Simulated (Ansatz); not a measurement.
**I2+ (doublet): up Jacob's ladder to CCSD(T)**

One table from this session's results is given with a row withheld; the runs are named, their logs left out.

The runs use Ansatz 0.2.0, Gaussian basis; functionals in def2-TZVPP, the program's frozen cores in correlated methods.

Levels to be run: LDA (SPW92), PBE-D4, revPBE-D4, BLYP-D4, r2SCAN-D4, B97M-V, PBE0-D4, B3LYP-D4, r2SCANh-D4, r2SCAN0-D4, HSE06-D4, BHLYP-D4, CAM-B3LYP-D4, LC-ωPBE, ωB97X-V, ωB97M-V, B2PLYP, PBE-QIDH; CCSD(T)/def2-SVP; CCSD(T)/def2-TZVPP; CCSD(T)/def2-QZVPP; extrapolation to the limit; RPA on PBE.

### The geometry

The geometry comes from an earlier relaxation with PBE0-D4 in a triple-zeta def2 set; it is a stationary point. I takes the def2 core potential; no spin-orbit term is included.

SMILES `I[I+]`, 2 atoms, charge 1, spin multiplicity 2.

Atoms are counted from 1 here; the program's logs count them from 0.

Bond lengths: I1–I2 2.571 Å.

Geometry (Å):

```
atom    x (Å)    y (Å)    z (Å)
  I1   1.0963  -0.3682   0.5613
  I2  -1.0963   0.3682  -0.5613
```

The first run:

in.yaml reads:

```yaml
crystal:
  periodic: [false, false, false]
  atoms:
    - {symbol: I, position_ang: [1.096261, -0.368159, 0.561306]}
    - {symbol: I, position_ang: [-1.096261, 0.368159, -0.561306]}
basis:
  gaussian: {orbitals: def2-TZVPP}
total_charge: 1
magnetization: {spin_polarized: true, initial_magnetization: 1}
hamiltonian: {xc: lda}
output: {orbitals: {seedname: orbitals}}
```

Started as:

```sh
> ansatz run in.yaml --threads 2 --pin off --events-out ev --progress --plain --max-ram 32768MiB --backend cpu
```

Steps of the session up to this table: LDA; PBE-D4 (GGA); revPBE-D4 (GGA); BLYP-D4 (GGA); r2SCAN-D4 (meta-GGA); B97M-V (meta-GGA); PBE0-D4 (hybrid); B3LYP-D4 (hybrid); r2SCANh-D4 (hybrid); r2SCAN0-D4 (hybrid); HSE06-D4 (hybrid); BHLYP-D4 (hybrid); CAM-B3LYP-D4 (range-separated); LC-ωPBE (range-separated); ωB97X-V (range-separated); ωB97M-V (range-separated); B2PLYP (double hybrid); PBE-QIDH (double hybrid).

One table of the session follows, with a row left open; its other results are not shown here.

It belongs to the step «Orbital energies across the functionals». Levels are read from the orbital files that the runs wrote (highest filled and lowest empty over both spins):

```
  functional  HOMO (eV)  LUMO (eV)  gap (eV)
 LDA (SPW92)     -12.36     -12.50     -0.14
      PBE-D4     -12.20     -12.19      0.01
   revPBE-D4     -12.16     -12.11      0.04
     BLYP-D4     -12.02     -12.07     -0.05
   r2SCAN-D4     -12.46     -12.17      0.29
      B97M-V          ?          ?         ?
     PBE0-D4     -13.35     -11.53      1.81
    B3LYP-D4     -13.10     -11.72      1.38
  r2SCANh-D4     -12.88     -11.90      0.98
  r2SCAN0-D4     -13.51     -11.49      2.02
    HSE06-D4     -12.96     -11.90      1.05
    BHLYP-D4     -14.32     -10.74      3.57
CAM-B3LYP-D4     -14.61     -10.58      4.03
     LC-ωPBE     -15.96      -9.58      6.38
     ωB97X-V     -15.62      -9.71      5.91
     ωB97M-V     -15.47      -9.68      5.79
```

Q: Estimate the row for B97M-V from the others.

As computed: HOMO (eV): -12.46; LUMO (eV): -11.96; gap (eV): 0.50.

Limits of these values: A negative gap means that an empty level lies below a filled one: whole occupations of an open shell aren't an aufbau state there.
